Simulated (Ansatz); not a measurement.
**CH₇GaSiZn: from a rough start to a minimum**

What shape does CH₇GaSiZn take? The plan is to relax it, then compute its harmonic vibrations to see whether it is a minimum and to get the zero-point energy and entropy, and look at its orbitals and charge.

The runs use Ansatz 0.2.0, Gaussian basis; RKS PBE0-D4/def2-TZVP.

The runs, in order: relaxation at PBE0-D4/def2-TZVP; harmonic vibrations at the same level; a single point in def2-TZVPP for the fields.

### Step 1. The starting structure

11 atoms, charge 0, spin multiplicity 1.

Atoms are counted from 1 here; the program's logs count them from 0.

Bond lengths: Si1–C2 1.876 Å, Si1–H5 1.519 Å, Si1–H6 1.462 Å, Si1–H7 1.467 Å, C2–Zn3 2.091 Å, C2–H8 1.086 Å, C2–H9 1.089 Å, Zn3–Ga4 2.486 Å, Ga4–H10 1.660 Å, Ga4–H11 1.665 Å. Angles: C2–Si1–H5 108.3°, C2–Si1–H6 113.0°, C2–Si1–H7 110.3°, H5–Si1–H6 107.5°, H5–Si1–H7 107.3°, H6–Si1–H7 110.3°, Si1–C2–Zn3 101.2°, Si1–C2–H8 113.0°, Si1–C2–H9 111.8°, Zn3–C2–H8 114.1°, Zn3–C2–H9 109.2°, H8–C2–H9 107.4°, C2–Zn3–Ga4 126.9°, Zn3–Ga4–H10 127.9°, Zn3–Ga4–H11 128.7°, H10–Ga4–H11 101.3°.

Coordinates:

```mol
CH7GaSiZn
  3D, bonds by distance, orders not assigned

 11 10  0  0  0  0  0  0  0  0999 V2000
   -0.8542    1.0576    0.5595 Si  0  0
   -0.0519   -0.1485    1.7510 C   0  0
    1.2287   -1.1945    0.4717 Zn  0  0
    1.1924   -1.1804   -2.0138 Ga  0  0
   -0.8012    0.4566   -0.8344 H   0  0
   -2.2580    1.3207    0.8711 H   0  0
   -0.0980    2.3136    0.5225 H   0  0
    0.4515    0.3436    2.5777 H   0  0
   -0.7776   -0.8404    2.1761 H   0  0
    1.5917    0.0690   -3.0315 H   0  0
    0.3764   -2.1974   -3.0499 H   0  0
  1  2  8  0
  2  3  8  0
  3  4  8  0
  1  5  8  0
  1  6  8  0
  1  7  8  0
  2  8  8  0
  2  9  8  0
  4 10  8  0
  4 11  8  0
M  END
```

The start is a GFN2-xTB geometry.

### Step 2. Relaxation at PBE0-D4/def2-TZVP

File in.yaml:

```yaml
crystal:
  periodic: [false, false, false]
  atoms:
    - {symbol: Si, position_ang: [-0.854160, 1.057590, 0.559450]}
    - {symbol: C, position_ang: [-0.051890, -0.148530, 1.750990]}
    - {symbol: Zn, position_ang: [1.228730, -1.194470, 0.471680]}
    - {symbol: Ga, position_ang: [1.192410, -1.180370, -2.013790]}
    - {symbol: H, position_ang: [-0.801190, 0.456580, -0.834430]}
    - {symbol: H, position_ang: [-2.257950, 1.320740, 0.871150]}
    - {symbol: H, position_ang: [-0.097970, 2.313550, 0.522500]}
    - {symbol: H, position_ang: [0.451500, 0.343640, 2.577690]}
    - {symbol: H, position_ang: [-0.777590, -0.840380, 2.176140]}
    - {symbol: H, position_ang: [1.591740, 0.069010, -3.031480]}
    - {symbol: H, position_ang: [0.376360, -2.197360, -3.049900]}
basis:
  gaussian: {orbitals: def2-TZVP}
hamiltonian: {xc: pbe0, dispersion: d4}
relax: {f_tol: 0.005, max_steps: 150}
```

Started as:

```bash
$ ansatz run in.yaml --threads 2 --pin off --events-out ev --progress --plain --max-ram 22528MiB --backend cuda --devices 0, --max-vram 18GiB
```

After this run come: Force constants and modes; Fields at the relaxed geometry.

Before running them: what should the planned runs give, taken together? Wanted: point group; shift from the start; total energy; dispersion term; dipole moment; lowest, highest wavenumber; zero-point energy; HOMO, LUMO.

As calculated:

```
                  quantity            value
               point group               Cs
                     steps               41
shift from the start (rms)          1.097 Å
              total energy  -109808.5250 eV
           dispersion term         -197 meV
             dipole moment           1.22 D
lowest, highest wavenumber    19, 3107 cm⁻¹
         zero-point energy     167.3 kJ/mol
       entropy at 298.15 K  413.0 J/(mol K)
                HOMO, LUMO  -6.65, -2.36 eV
```

The atoms moved 1.10 Å (rms) from the start; the bond that changed most is C2–Zn3, from 2.091 to 1.967 Å. All wavenumbers are real, so the end point is a minimum. The stiffest mode, 3107 cm⁻¹, is a C–H stretch, and 5 modes under 200 cm⁻¹ make the vibrational entropy uncertain. Harmonic hybrid wavenumbers usually lie a few per cent above measured fundamentals. The largest Mulliken charge, -0.49 e, sits on C2. The HOMO lies mostly on Ga4 24 %; Zn3 24 % and the LUMO on Ga4 48 %; Zn3 25 %.
